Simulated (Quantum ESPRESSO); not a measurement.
Here is a Quantum ESPRESSO 7.5 calculation.

Contents of pw.in:

```
&CONTROL
  calculation = 'scf'
  prefix = 'pwscf'
  outdir = './tmp'
  pseudo_dir = './pseudo'
  tprnfor = .true.
  tstress = .true.
  disk_io = 'low'
/
&SYSTEM
  ibrav = 0
  celldm(1) = 8
  nat = 6
  ntyp = 2
  ecutwfc = 88
  nbnd = 42
  input_dft = 'r2scan'
  occupations = 'smearing'
  smearing = 'fd'
  degauss = 0.00367493
  nosym = .true.
/
&ELECTRONS
  conv_thr = 1d-08
  electron_maxstep = 120
  mixing_beta = 0.5
/
ATOMIC_SPECIES
Cu    63.5460 Cu_ONCV_PBE-1.2.upf
O     15.9990 O_ONCV_PBE-1.2.upf
CELL_PARAMETERS alat
  0.3336819336923  -1.2308605918394   0.0000000000000
  0.3336819336923   1.2308605918394   0.0000000000000
  0.0000000000000   0.0000000000000   1.0259852253908
ATOMIC_POSITIONS crystal
Cu     0.1672530000    0.8327470000    0.7500000000
Cu     0.8327470000    0.1672530000    0.2500000000
O      0.7889700000    0.2110300000    0.7500000000
O      0.2110300000    0.7889700000    0.2500000000
O      0.5514860000    0.4485140000    0.7500000000
O      0.4485140000    0.5514860000    0.2500000000
K_POINTS automatic
6 6 3 0 0 0
```

The input bands.in:

```
&CONTROL
  calculation = 'bands'
  prefix = 'pwscf'
  outdir = './tmp'
  pseudo_dir = './pseudo'
  disk_io = 'low'
  verbosity = 'high'
/
&SYSTEM
  ibrav = 0
  celldm(1) = 8
  nat = 6
  ntyp = 2
  ecutwfc = 88
  nbnd = 42
  input_dft = 'r2scan'
  occupations = 'smearing'
  smearing = 'fd'
  degauss = 0.00367493
  nosym = .true.
/
&ELECTRONS
  conv_thr = 1d-08
  electron_maxstep = 120
  mixing_beta = 0.5
  diago_full_acc = .true.
  startingwfc = 'random'
/
ATOMIC_SPECIES
Cu    63.5460 Cu_ONCV_PBE-1.2.upf
O     15.9990 O_ONCV_PBE-1.2.upf
CELL_PARAMETERS alat
  0.3336819336923  -1.2308605918394   0.0000000000000
  0.3336819336923   1.2308605918394   0.0000000000000
  0.0000000000000   0.0000000000000   1.0259852253908
ATOMIC_POSITIONS crystal
Cu     0.1672530000    0.8327470000    0.7500000000
Cu     0.8327470000    0.1672530000    0.2500000000
O      0.7889700000    0.2110300000    0.7500000000
O      0.2110300000    0.7889700000    0.2500000000
O      0.5514860000    0.4485140000    0.7500000000
O      0.4485140000    0.5514860000    0.2500000000
K_POINTS crystal
60
 0.0000000000  0.0000000000  0.0000000000 1
 0.0383390458  0.0383390458  0.0000000000 1
 0.0766780917  0.0766780917  0.0000000000 1
 0.1150171375  0.1150171375  0.0000000000 1
 0.1533561834  0.1533561834  0.0000000000 1
 0.1916952292  0.1916952292  0.0000000000 1
 0.2300342751  0.2300342751  0.0000000000 1
 0.2683733209  0.2683733209  0.0000000000 1
 0.0000000000  0.5000000000  0.0000000000 1
 0.0000000000  0.5000000000  0.1250000000 1
 0.0000000000  0.5000000000  0.2500000000 1
 0.0000000000  0.5000000000  0.3750000000 1
 0.0000000000  0.5000000000  0.5000000000 1
 0.2683733209  0.2683733209  0.5000000000 1
 0.2300342751  0.2300342751  0.5000000000 1
 0.1916952292  0.1916952292  0.5000000000 1
 0.1533561834  0.1533561834  0.5000000000 1
 0.1150171375  0.1150171375  0.5000000000 1
 0.0766780917  0.0766780917  0.5000000000 1
 0.0383390458  0.0383390458  0.5000000000 1
 0.0000000000  0.0000000000  0.5000000000 1
 0.0000000000  0.0000000000  0.3750000000 1
 0.0000000000  0.0000000000  0.2500000000 1
 0.0000000000  0.0000000000  0.1250000000 1
 0.0000000000  0.0000000000  0.0000000000 1
-0.1250000000  0.1250000000  0.0000000000 1
-0.2500000000  0.2500000000  0.0000000000 1
-0.3750000000  0.3750000000  0.0000000000 1
-0.5000000000  0.5000000000  0.0000000000 1
-0.4669104744  0.5330895256  0.0000000000 1
-0.4338209488  0.5661790512  0.0000000000 1
-0.4007314233  0.5992685767  0.0000000000 1
-0.3676418977  0.6323581023  0.0000000000 1
-0.3345523721  0.6654476279  0.0000000000 1
-0.3014628465  0.6985371535  0.0000000000 1
-0.2683733209  0.7316266791  0.0000000000 1
-0.2683733209  0.7316266791  0.1000000000 1
-0.2683733209  0.7316266791  0.2000000000 1
-0.2683733209  0.7316266791  0.3000000000 1
-0.2683733209  0.7316266791  0.4000000000 1
-0.2683733209  0.7316266791  0.5000000000 1
-0.2973266558  0.7026733442  0.5000000000 1
-0.3262799907  0.6737200093  0.5000000000 1
-0.3552333256  0.6447666744  0.5000000000 1
-0.3841866605  0.6158133395  0.5000000000 1
-0.4131399954  0.5868600046  0.5000000000 1
-0.4420933302  0.5579066698  0.5000000000 1
-0.4710466651  0.5289533349  0.5000000000 1
-0.5000000000  0.5000000000  0.5000000000 1
-0.5000000000  0.5000000000  0.4166666667 1
-0.5000000000  0.5000000000  0.3333333333 1
-0.5000000000  0.5000000000  0.2500000000 1
-0.5000000000  0.5000000000  0.1666666667 1
-0.5000000000  0.5000000000  0.0833333333 1
-0.5000000000  0.5000000000  0.0000000000 1
 0.0000000000  0.0000000000  0.5000000000 1
-0.1250000000  0.1250000000  0.5000000000 1
-0.2500000000  0.2500000000  0.5000000000 1
-0.3750000000  0.3750000000  0.5000000000 1
-0.5000000000  0.5000000000  0.5000000000 1
```

Potentials or basis: SG15 PBE 1.2.

Run with:

```bash
$ OMP_NUM_THREADS=1 mpirun -n 4 pw.x -nk 2 -in pw.in > pw.out
$ OMP_NUM_THREADS=1 mpirun -n 4 pw.x -nk 4 -in bands.in > bands.out
```

Task: Estimate the pressure.

Result: -8.2 GPa.

Task: What does it give for the band gap on the k mesh?

Result: None (metal or under the smearing width).

Levels at the corners of the path, in eV from the Fermi level:
| point | band 28 | band 29 | band 30 | band 31 | band 32 | band 33 | band 34 | band 35 |
| --- | --- | --- | --- | --- | --- | --- | --- | --- |
| Γ | -1.38 | -1.09 | -1.07 | -0.59 | -0.03 | 1.10 | 1.39 | 6.57 |
| X | -1.90 | -1.80 | -1.74 | -1.28 | 0.38 | 0.70 | 0.70 | 10.84 |
| S | -1.94 | -1.86 | -1.67 | -1.37 | 0.40 | 0.73 | 0.82 | 11.03 |
| R | -2.88 | -0.77 | -0.77 | 0.29 | 0.29 | 0.88 | 0.88 | 10.84 |
| A | -2.90 | -0.77 | -0.77 | 0.26 | 0.26 | 0.83 | 0.83 | 10.87 |
| Z | -1.66 | -1.00 | -1.00 | 0.33 | 0.33 | 1.25 | 1.25 | 9.28 |
| Γ | -1.38 | -1.09 | -1.07 | -0.59 | -0.03 | 1.10 | 1.39 | 6.57 |
| Y | -1.56 | -1.26 | -1.20 | -0.94 | 0.42 | 1.25 | 1.39 | 8.21 |
| X1 | -1.90 | -1.80 | -1.74 | -1.28 | 0.38 | 0.70 | 0.70 | 10.84 |
| A1 | -2.90 | -0.77 | -0.77 | 0.26 | 0.26 | 0.83 | 0.83 | 10.87 |
| T | -1.96 | -0.51 | -0.51 | 0.09 | 0.09 | 1.35 | 1.35 | 10.15 |
| Y | -1.56 | -1.26 | -1.20 | -0.94 | 0.42 | 1.25 | 1.39 | 8.21 |
| Z | -1.66 | -1.00 | -1.00 | 0.33 | 0.33 | 1.25 | 1.25 | 9.28 |
| T | -1.96 | -0.51 | -0.51 | 0.09 | 0.09 | 1.35 | 1.35 | 10.15 |

Caveat: the k mesh is coarse (spacing up to 0.48 Å⁻¹), so the values aren't converged; the potentials were made for another functional, which shifts forces and pressure; the run has no spin polarisation, though such a crystal can be magnetic; semilocal functionals often make such compounds metallic where correlation or magnetic order opens a gap, which also shifts bond lengths. With open d or f shells a metallic result of r2SCAN can be an artefact of self-interaction; +U or a hybrid may open a gap.
